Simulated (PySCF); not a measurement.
# ZrNCl: a ladder of methods

How much do the numbers for ZrNCl (singlet) hang on the method? All levels run at one geometry, the PBE0 minimum.

Computed with PySCF 2.14.0. Level: several methods, basis Zr def2-TZVP with ECP28, N def2-TZVP, Cl def2-TZVP, scalar-relativistic core potentials, no spin–orbit coupling, density fitting.

## Step 1: Where the work starts

3 atoms, charge 0, spin multiplicity 1.

Bond lengths: Zr1–N2 1.689 Å, Zr1–Cl3 2.410 Å. Angles: N2–Zr1–Cl3 112.2°.

```xyz
3
charge 0 multiplicity 1
Zr    0.0121    0.3649   -0.4313
N    -0.0267   -0.8026   -1.6506
Cl   -0.0205   -0.6158    1.7700
```

## Step 2: PBE0

The steps are one call of a driver around PySCF; scf.py gives each level's set-up. Each SCF starts from the density of the minimum. The driver also runs the species with one electron less or more at the same geometry (one less: multiplicity 2, one more: multiplicity 2); their logs are not shown.

scf.py

```python
from pyscf import gto, scf, dft
mol = gto.M(atom='''
Zr     0.012144     0.364940    -0.431269
N     -0.026707    -0.802577    -1.650639
Cl    -0.020492    -0.615818     1.769963''',
    basis={'Zr': 'def2-TZVP', 'N': 'def2-TZVP', 'Cl': 'def2-TZVP'},
    ecp={'Zr': 'def2-TZVP'},
    charge=0, spin=0)
mf = dft.RKS(mol, xc='PBE0')
mf.grids.atom_grid = (99, 590)
aux = {'Zr': 'def2-universal-JKFIT', 'N': 'def2-universal-JKFIT', 'Cl': 'def2-universal-JKFIT'}
mf = mf.density_fit(auxbasis=aux)
mf.kernel()
```

The program printed:

```text
init E= -561.812936908639
  HOMO = -0.236515938635416  LUMO = -0.105126567237171  gap/eV = 3.57529
cycle= 1 E= -561.812936910086  delta_E= -1.45e-09  |g|= 2.43e-05  |ddm|= 0.000111
  HOMO = -0.236511330641729  LUMO = -0.105128027499188  gap/eV = 3.57512
cycle= 2 E= -561.812936908625  delta_E= 1.46e-09  |g|= 8.47e-05  |ddm|= 5.42e-05
  HOMO = -0.236515005485517  LUMO = -0.105126866579534  gap/eV = 3.57525
cycle= 3 E= -561.812936910214  delta_E= -1.59e-09  |g|= 2.86e-06  |ddm|= 4.24e-05
  HOMO = -0.236515142064211  LUMO = -0.105127048991923  gap/eV = 3.57525
cycle= 4 E= -561.812936910215  delta_E= -1.71e-12  |g|= 1.95e-06  |ddm|= 4.09e-06
  HOMO = -0.236514867676569  LUMO = -0.105126825229012  gap/eV = 3.57525
Extra cycle  E= -561.812936910214  delta_E= 1.02e-12  |g|= 2.67e-06  |ddm|= 4e-06
converged SCF energy = -561.812936910214
```

This level, with the species of one electron less or more, took 8.1 s on 4 threads, shared host.

* energy: -561.812937 Eh
* one electron less (charge +1): -561.500329 Eh (doublet, ⟨S²⟩ 0.76)
* one electron more (charge -1): -561.868906 Eh (doublet, ⟨S²⟩ 0.75)
* Mulliken charge of Zr1: +1.02 e

## Step 3: HF

scf.py: that of step 2 with these lines changed.

```diff
@@ -9,2 +9 @@
-mf = dft.RKS(mol, xc='PBE0')
-mf.grids.atom_grid = (99, 590)
+mf = scf.RHF(mol)
```

The program printed (excerpt; [...] marks lines left out):

```text
[... the frontier levels of the middle cycles are left out ...]
init E= -560.477000312791
  HOMO = -0.330229507314176  LUMO = -0.021769408523168  gap/eV = 8.39363
cycle= 1 E= -560.495500163108  delta_E= -0.0185  |g|= 0.106  |ddm|= 0.29
  HOMO = -0.339008608333517  LUMO = -0.0395107726263995  gap/eV = 8.14975
cycle= 2 E= -560.495124582115  delta_E= 0.000376  |g|= 0.115  |ddm|= 0.145
  HOMO = -0.348071102558587  LUMO = -0.0340362426164165  gap/eV = 8.54532
cycle= 3 E= -560.498152840058  delta_E= -0.00303  |g|= 0.0242  |ddm|= 0.0717
cycle= 4 E= -560.498328003553  delta_E= -0.000175  |g|= 0.00654  |ddm|= 0.0199
cycle= 5 E= -560.498365518672  delta_E= -3.75e-05  |g|= 0.00287  |ddm|= 0.0128
cycle= 6 E= -560.498381623239  delta_E= -1.61e-05  |g|= 0.00165  |ddm|= 0.00892
cycle= 7 E= -560.498388502856  delta_E= -6.88e-06  |g|= 0.000759  |ddm|= 0.00677
cycle= 8 E= -560.498390133524  delta_E= -1.63e-06  |g|= 0.000231  |ddm|= 0.00409
cycle= 9 E= -560.498390235919  delta_E= -1.02e-07  |g|= 8.7e-05  |ddm|= 0.000935
cycle= 10 E= -560.498390248432  delta_E= -1.25e-08  |g|= 4.28e-05  |ddm|= 0.000253
cycle= 11 E= -560.49839025208  delta_E= -3.65e-09  |g|= 2.16e-05  |ddm|= 0.000132
cycle= 12 E= -560.498390253092  delta_E= -1.01e-09  |g|= 1.16e-05  |ddm|= 7.37e-05
cycle= 13 E= -560.498390253432  delta_E= -3.4e-10  |g|= 5.12e-06  |ddm|= 5.17e-05
  HOMO = -0.346016809413098  LUMO = -0.0343767255196336  gap/eV = 8.48016
Extra cycle  E= -560.498390253464  delta_E= -3.26e-11  |g|= 3.89e-06  |ddm|= 9.82e-06
converged SCF energy = -560.498390253464
```

This level, with the species of one electron less or more, took 2.8 s.

```
energy                        : -560.498390 Eh
one electron less (charge +1) : -560.241974 Eh (doublet, ⟨S²⟩ 0.91)
one electron more (charge -1) : -560.546163 Eh (doublet, ⟨S²⟩ 0.79)
Mulliken charge of Zr1        : +1.25 e
```

## Step 4: PBE

scf.py: that of step 3 with these lines changed.

```diff
@@ -9 +9,2 @@
-mf = scf.RHF(mol)
+mf = dft.RKS(mol, xc='PBE')
+mf.grids.atom_grid = (99, 590)
```

The program printed (excerpt; [...] marks lines left out):

```text
[... the frontier levels of the middle cycles are left out ...]
init E= -561.810496948586
  HOMO = -0.190282793334145  LUMO = -0.135803205958253  gap/eV = 1.48247
cycle= 1 E= -561.807493037023  delta_E= 0.003  |g|= 0.156  |ddm|= 0.215
  HOMO = -0.205521205765303  LUMO = -0.115833790837855  gap/eV = 2.44052
cycle= 2 E= -561.688837190442  delta_E= 0.119  |g|= 0.727  |ddm|= 0.501
  HOMO = -0.184276600164383  LUMO = -0.127169151418739  gap/eV = 1.55397
cycle= 3 E= -561.812172713842  delta_E= -0.123  |g|= 0.0687  |ddm|= 0.389
cycle= 4 E= -561.813531843373  delta_E= -0.00136  |g|= 0.0196  |ddm|= 0.0747
cycle= 5 E= -561.813631085265  delta_E= -9.92e-05  |g|= 0.00466  |ddm|= 0.0172
cycle= 6 E= -561.813635999047  delta_E= -4.91e-06  |g|= 0.00151  |ddm|= 0.00301
cycle= 7 E= -561.813636522426  delta_E= -5.23e-07  |g|= 0.000336  |ddm|= 0.000831
cycle= 8 E= -561.813636549246  delta_E= -2.68e-08  |g|= 3.51e-05  |ddm|= 0.000216
cycle= 9 E= -561.813636549493  delta_E= -2.48e-10  |g|= 1.36e-05  |ddm|= 3.84e-05
  HOMO = -0.190569575857549  LUMO = -0.131328808589706  gap/eV = 1.61202
Extra cycle  E= -561.813636549359  delta_E= 1.34e-10  |g|= 2.73e-05  |ddm|= 2.63e-05
converged SCF energy = -561.813636549359
```

This level, with the species of one electron less or more, took 16 s.

```
energy                        : -561.813637 Eh
one electron less (charge +1) : -561.501142 Eh (doublet, ⟨S²⟩ 0.76)
one electron more (charge -1) : -561.868640 Eh (doublet, ⟨S²⟩ 0.75)
Mulliken charge of Zr1        : +0.93 e
```

## Step 5: All levels side by side

| level | atomisation energy (kJ/mol) | vertical ionisation energy (eV) | vertical electron affinity (eV) | −ε(HOMO) (eV) | gap (eV) | dipole (D) | wall time |
| --- | --- | --- | --- | --- | --- | --- | --- |
| PBE0 | 1023 | 8.51 | 1.52 | 6.44 | 3.58 | 7.11 | 8.1 s |
| HF | 462 | 6.98 | 1.30 | 9.42 | 8.48 | 8.18 | 2.8 s |
| PBE | 1114 | 8.50 | 1.50 | 5.19 | 1.61 | 6.62 | 16 s |

Times are for 4 threads, shared host; PBE0 starts from its own converged density, so its time is not comparable. A dash stands where a species or a free atom was not run at that level, or the quantity is not defined.

Atomisation goes to high-spin atoms in their ground configurations, run at the same level, without zero-point energy.

## Step 6: Summary of results

| quantity | value |
| --- | --- |
| atomisation energy, range | 462 (HF) to 1114 (PBE) kJ/mol |
| vertical ionisation energy, range | 6.98 (HF) to 8.51 (PBE0) eV |
| vertical electron affinity, range | 1.30 (HF) to 1.52 (PBE0) eV |
| orbital gap, range | 1.61 (PBE) to 8.48 (HF) eV |

**Reading.** The atomisation energy spreads over 652 kJ/mol, from HF to PBE; without a CCSD(T) value for it there is no yardstick here. Without diffuse functions electron affinities tend to come out too low.
